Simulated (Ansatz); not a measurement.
**KTaO3 (perovskite): exact exchange against the cheap answer**

One table from this session's results is given with a row withheld; the runs are named, their logs left out.

Computed with Ansatz 0.2.0 (DFT at several levels, plane waves, PAW, unless a step's input says otherwise).

### Starting point

The structure is cubic, space group Pm-3m (No. 221). The conventional cell has a = 3.988 Å, b = 3.988 Å, c = 3.988 Å, α = 90.00°, β = 90.00°, γ = 90.00°. K (site symmetry m-3m) has 12 O at 2.82 Å in its first shell of neighbours. Ta (site symmetry m-3m) has 6 O at 1.99 Å in its first shell of neighbours. O (site symmetry 4/mmm) is surrounded by 2 Ta at 1.99 Å and 4 K at 2.82 Å.

Coordinates:

```cif
data_structure
_symmetry_space_group_name_H-M 'Pm-3m'
_symmetry_Int_Tables_number 221
_cell_length_a 3.9883
_cell_length_b 3.9883
_cell_length_c 3.9883
_cell_angle_alpha 90.000
_cell_angle_beta 90.000
_cell_angle_gamma 90.000
_cell_volume 63.44
loop_
_atom_site_label
_atom_site_type_symbol
_atom_site_symmetry_multiplicity
_atom_site_Wyckoff_symbol
_atom_site_fract_x
_atom_site_fract_y
_atom_site_fract_z
_atom_site_occupancy
K1 K 1 a 0.00000 0.00000 0.00000 1
Ta1 Ta 1 b 0.50000 0.50000 0.50000 1
O1 O 3 c 0.00000 0.50000 0.50000 1
```

At PBE, an earlier run found 5.41 GPa for this cell of 12.688 Å³/atom (6×6×6 mesh), mesh gap 2.22 eV. The cell is compressed at this level.

The cell stays fixed from here on.

Levels to run, all on a 4×4×4 mesh: PBE; PBE0 form (fraction 1/ε∞); PBE0 form (fraction 0.5); HSE06 form (fraction 0.5). Hardware: 4 threads of Arm Neoverse V1, shared host.

The first run:

input.yaml reads:

```yaml
crystal:
  lattice:
    - [3.9882991392, 0.0, 0.0]
    - [0.0, 3.9882991392, 0.0]
    - [0.0, 0.0, 3.9882991392]
  atoms:
    - { symbol: K, position: [0.0, 0.0, 0.0] }
    - { symbol: Ta, position: [0.5, 0.5, 0.5] }
    - { symbol: O, position: [0.0, 0.5, 0.5] }
    - { symbol: O, position: [0.5, 0.5, 0.0] }
    - { symbol: O, position: [0.5, 0.0, 0.5] }
basis:
  ecutwfc: 420
  ecutrho_ratio: 4
kpoints:
  mp_grid: { grid: [4, 4, 4] }
hamiltonian:
  xc: pbe
scf:
  occupations: { method: gaussian, width: 0.05 }
output:
  forces: true
  stress: true
  eigenvalues: true
  populations: true
  write_density: true
  write_potential: true
  elf: true
  volumetric_format: npy
```

Started as:

```sh
$ ansatz run input.yaml --threads 4 --pin off --max-ram 8192MiB --backend cpu --events-out ev --progress --plain --runs-dir out
```

Among the steps run: PBE; PBE0 form (fraction 1/ε∞); PBE0 form (fraction 0.5); HSE06 form (fraction 0.5).

One table of the session follows, with a row left open; its other results are not shown here.

It belongs to the step «The sweep». 

```
                    level  gap on the mesh (eV)
                      PBE                  2.21
PBE0 form (fraction 1/ε∞)                  3.77
 PBE0 form (fraction 0.5)                  6.64
HSE06 form (fraction 0.5)                     ?
```

Estimate the missing values for HSE06 form (fraction 0.5).

The run gave: gap on the mesh (eV): 5.12. In the column «gap on the mesh (eV)» it lies between PBE0 form (fraction 1/ε∞) (3.77) and PBE0 form (fraction 0.5) (6.64).

Against 2.21 eV at PBE, the runs with exact exchange give 3.77 (PBE0 form (fraction 1/ε∞)) to 6.64 eV (PBE0 form (fraction 0.5)). Gaps are over this coarse mesh alone, and total energies of different levels can't be compared. The program warned that the SCF threshold is loose for the stress of this hybrid run.

Limits of these values: Warnings in the runs' records: stress exchange threshold loose, stress scf threshold loose.
